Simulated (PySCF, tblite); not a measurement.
# C3H11NOSi2: geometry, infrared bands and NMR shifts

What infrared bands and NMR shifts should C3H11NOSi2 (`N[Si@@H](O[SiH3])C1CC1`) show?

Programs: tblite 0.8.0 and PySCF 2.14.0, with density-fitted response routines of our own. Each step states its level of theory. These are calculated values for one molecule in the gas phase, unless marked as measured. Atoms are numbered from 0 throughout.

## (1) The molecule as given

18 atoms, charge 0, multiplicity 1; geometry from: force field or distance geometry start.

Bonds of the start (Å): N0–Si1 1.77, Si1–O2 1.75, O2–Si3 1.72, Si1–C4 1.86, C4–C5 1.50, C5–C6 1.51, C6–C4 1.53, N0–H7 1.06, N0–H8 1.04, Si1–H9 1.45, Si3–H10 1.48, Si3–H11 1.46, Si3–H12 1.47, C4–H13 1.09, C5–H14 1.09, C5–H15 1.11, C6–H16 1.10, C6–H17 1.12.

## (2) Geometry optimisation with GFN2-xTB

The job: settings as JSON, then the geometry in Å.

```
{"job": {"kind": "relax", "xc": "GFN2-xTB", "basis": "xTB"}, "charge": 0, "multiplicity": 1}
N      0.597000     2.099000    -0.482400
Si     0.428500     0.347500    -0.279300
O      1.660200    -0.265900     0.795800
Si     2.976600    -0.677900    -0.238000
C     -1.274600    -0.094900     0.319400
C     -1.868600    -1.294700    -0.364700
C     -2.448900     0.072600    -0.648000
H      0.081700     2.584300     0.300300
H      0.225500     2.403900    -1.402100
H      0.650600    -0.310800    -1.556400
H      3.989300    -1.462200     0.499100
H      3.516400     0.577700    -0.753500
H      2.412300    -1.438200    -1.359300
H     -1.531500     0.181000     1.337600
H     -1.299300    -1.706000    -1.203500
H     -2.527300    -1.950700     0.247600
H     -2.161600     0.607100    -1.563000
H     -3.435100     0.334300    -0.190900
```

Run with:

```bash
> OMP_NUM_THREADS=1 python probes_run.py task.json out
```

One launch serves the whole session: the jobs run in the order shown.

**Question.** This job is followed by: GFN2-xTB harmonic vibrations, gas phase; GIAO PBE0/pcSseg-1 NMR shielding, non-relativistic, gas phase. Predict these results of the whole session: strongest single infrared mode (GFN2-xTB); zero-point energy (GFN2-xTB); 13C shifts against TMS (PBE0/pcSseg-1); 1H shifts against TMS (PBE0/pcSseg-1, means over atoms taken as alike); 15N shifts against NH3 (PBE0/pcSseg-1); 29Si shifts against TMS (PBE0/pcSseg-1); 17O shifts against H2O (PBE0/pcSseg-1).

**Answer**, as computed:

```
                                                              quantity                                                 value
                             strongest single infrared mode (GFN2-xTB)                                 1100 cm⁻¹, 679 km/mol
                                          zero-point energy (GFN2-xTB)                                         83.7 kcal/mol
                                13C shifts against TMS (PBE0/pcSseg-1)                                   1.1, -0.6, -0.7 ppm
1H shifts against TMS (PBE0/pcSseg-1, means over atoms taken as alike)  5.21, 4.66, 0.65, 0.52, 0.50, 0.20, -0.06, -0.14 ppm
                                15N shifts against NH3 (PBE0/pcSseg-1)                                              27.2 ppm
                               29Si shifts against TMS (PBE0/pcSseg-1)                                      -16.7, -46.7 ppm
                                17O shifts against H2O (PBE0/pcSseg-1)                                              30.3 ppm
```

The optimisation took 237 steps and gained 1.333 eV; among the close pairs (by a distance rule), Si1–O2 changed most, from 1.746 to 1.624 Å. All 48 modes are real, so the xTB geometry is a minimum. The strongest single mode, at 1100 cm⁻¹, moves mainly O2. Unscaled tight-binding wavenumbers are off by several per cent, some by more. Its intensities can rank the bands wrongly. At PBE0/pcSseg-1: The largest span, 105 ppm, is at Si3, where the paramagnetic term is -484 ppm.
